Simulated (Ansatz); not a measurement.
# ZrSnTe: the cost of one run

Computed with Ansatz 0.2.0 (DFT PBEsol, scalar-relativistic, plane waves, PAW, unless a step's input says otherwise).

2 further runs of the same task are left out: 2 set aside as unsound or not needed. Runs told in other sessions of the task aren't counted.

## 1. Starting point

Symmetry: P4/nmm, No. 129, tetragonal system. The conventional cell has a = 4.042 Å, b = 4.042 Å, c = 8.684 Å, α = 90.00°, β = 90.00°, γ = 90.00°. Around Zr (site symmetry 4mm) lie 5 Te at 3.03 to 3.07 Å and 4 Sn at 3.06 Å. Sn (site symmetry -4m2) has 4 Sn at 2.86 Å and 4 Zr at 3.06 Å in its first shell of neighbours. Te (site symmetry 4mm) has 5 Zr at 3.03 to 3.07 Å in its first shell of neighbours.

Coordinates:

```
Zr Sn Te
1.0
     4.04185    0.00000    0.00000
     0.00000    4.04185    0.00000
     0.00000    0.00000    8.68420
Zr Sn Te
2 2 2
Direct
  0.50000 0.00000 0.26458
  0.00000 0.50000 0.73542
  0.00000 0.00000 0.00000
  0.50000 0.50000 0.00000
  0.50000 0.00000 0.61829
  0.00000 0.50000 0.38171
```

It goes back to an entry of the Materials Project, which need not be the stable form.

It is the result of an earlier relaxation at this level (volume 23.64 Å³/atom; gap on the mesh: none (metal)).

## 2. Electronic structure at the relaxed geometry

Input file input.yaml:

```yaml
crystal:
  lattice:
    - [4.0418499089, 0.0, 0.0]
    - [0.0, 4.0418499089, 0.0]
    - [0.0, 0.0, 8.6842002401]
  atoms:
    - { symbol: Zr, position: [0.5, 0.0, 0.2645754338] }
    - { symbol: Zr, position: [0.0, 0.5, 0.7354245662] }
    - { symbol: Sn, position: [0.0, 0.0, 0.0] }
    - { symbol: Sn, position: [0.5, 0.5, 0.0] }
    - { symbol: Te, position: [0.5, 0.0, 0.6182875608] }
    - { symbol: Te, position: [0.0, 0.5, 0.3817124392] }
basis:
  ecutwfc: 420
kpoints:
  mp_grid: { grid: [10, 10, 4] }
  band_path:
    path:
      - [[0.0, 0.0, 0.0], [0.0, 0.5, 0.0], [0.5, 0.5, 0.0], [0.0, 0.0, 0.0], [0.0, 0.0, 0.5], [0.0, 0.5, 0.5], [0.5, 0.5, 0.5], [0.0, 0.0, 0.5]]
      - [[0.0, 0.5, 0.0], [0.0, 0.5, 0.5]]
      - [[0.5, 0.5, 0.0], [0.5, 0.5, 0.5]]
    npoints: 14
hamiltonian:
  xc: pbesol
scf:
  occupations: { method: gaussian, width: 0.1 }
  n_extra_bands: 15
output:
  forces: true
  stress: true
  eigenvalues: true
  populations: true
  dos: { projected: true, de: 0.02, nscf_kmesh: { grid: [15, 15, 6] } }
  bader: true
  write_density: true
  write_potential: true
  elf: true
  volumetric_format: npy
```

Command:

```
> ansatz run input.yaml --threads 2 --pin off --max-ram 5120MiB --backend cpu --events-out ev --progress --plain --runs-dir out
```

Q: Estimate wall time and peak memory on 2 threads of Arm Neoverse V1, shared host.

About 78 s, with a peak of 0.95 GiB.
